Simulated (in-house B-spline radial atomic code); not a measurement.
# Fe¹⁵⁺: ionisation energy by several methods

Wanted: one ionisation energy, Fe¹⁵⁺ to configuration [He] 2s2 2p6, up the ladder of functionals.

Program: in-house B-spline radial atomic code version 1. Level of theory: non-relativistic, several functionals, spin-polarised; spherical all-electron atom at the radial basis limit. These are calculated values, not measurements, unless marked.

## (1) Starting point

| Property | Result |
| --- | --- |
| element | iron (Z = 26) |
| charge | +15 |
| electrons | 11 |
| configuration | [Ne] 3s1 |
| nucleus | point |

Outer shells as boxes (Hund's rule):

[Ne] 3s1
```
[Ne] core
3s [↑ ]
```

Where spins are not typed, each open shell is filled with up spins first.

## (2) revTPSS

The run's settings:

```ini
Z = 26
electrons = 11.0
configuration = [Ne] 3s1
hamiltonian = nr
method = revtpss,revtpss
spin_polarised = True
```

## (3) LC-ωPBE

The run's settings:

```ini
Z = 26
electrons = 11.0
configuration = [Ne] 3s1
hamiltonian = nr
method = lc_wpbe
spin_polarised = True
```

## (4) r2SCAN

The run's settings:

```ini
Z = 26
electrons = 11.0
configuration = [Ne] 3s1
hamiltonian = nr
method = r2scan
spin_polarised = True
```

## (5) M06-L

The run's settings:

```ini
Z = 26
electrons = 11.0
configuration = [Ne] 3s1
hamiltonian = nr
method = m06l
spin_polarised = True
```

## (6) Hartree-Fock

The run's settings:

```ini
Z = 26
electrons = 11.0
configuration = [Ne] 3s1
hamiltonian = nr
method = hf
spin_polarised = True
```

## (7) PBEsol

The run's settings:

```ini
Z = 26
electrons = 11.0
configuration = [Ne] 3s1
hamiltonian = nr
method = pbesol
spin_polarised = True
```

## (8) TPSSh

The run's settings:

```ini
Z = 26
electrons = 11.0
configuration = [Ne] 3s1
hamiltonian = nr
method = tpssh
spin_polarised = True
```

The tabulated ionisation energy is 489.312 ± 0.014 eV (semi-empirical; NIST Atomic Spectra Database). What does each method give, and which comes nearest?

As calculated:

| method | rung | total energy (hartree) | ΔSCF (eV) | −ε highest (eV) | ΔSCF less tabulated (eV) |
| --- | --- | --- | --- | --- | --- |
| PBEsol | GGA | -1156.5300 | 486.59 | 472.39 (3s up) | -2.72 |
| revTPSS | meta-GGA | -1157.6660 | 486.13 | 472.68 (3s up) | -3.19 |
| r2SCAN | meta-GGA | -1157.9159 | 485.20 | 473.16 (3s up) | -4.11 |
| M06-L | meta-GGA | -1157.9653 | 483.89 | 472.39 (3s up) | -5.42 |
| TPSSh | global hybrid | -1157.9529 | 486.43 | 474.02 (3s up) | -2.89 |
| LC-ωPBE | range-separated hybrid | -1157.6635 | 487.54 | 478.67 (3s up) | -1.77 |
| Hartree-Fock | Hartree-Fock | -1157.5015 | 485.04 | 485.09 (3s up) | -4.27 |

What this shows: Tables give 489.312 ± 0.014 eV (semi-empirical; NIST Atomic Spectra Database) for the ionisation energy. LC-ωPBE misses by -1.77 eV, the least, and M06-L by -5.42 eV (1.1 %), the most. Mean absolute error by rung (exchange-only levels left out): GGA 2.72 eV, meta-GGA 4.24 eV, global hybrid 2.89 eV, range-separated hybrid 1.77 eV, Hartree-Fock 4.27 eV. These runs lack relativity altogether, which can outweigh the gaps between the methods, so the nearest may be so by luck.
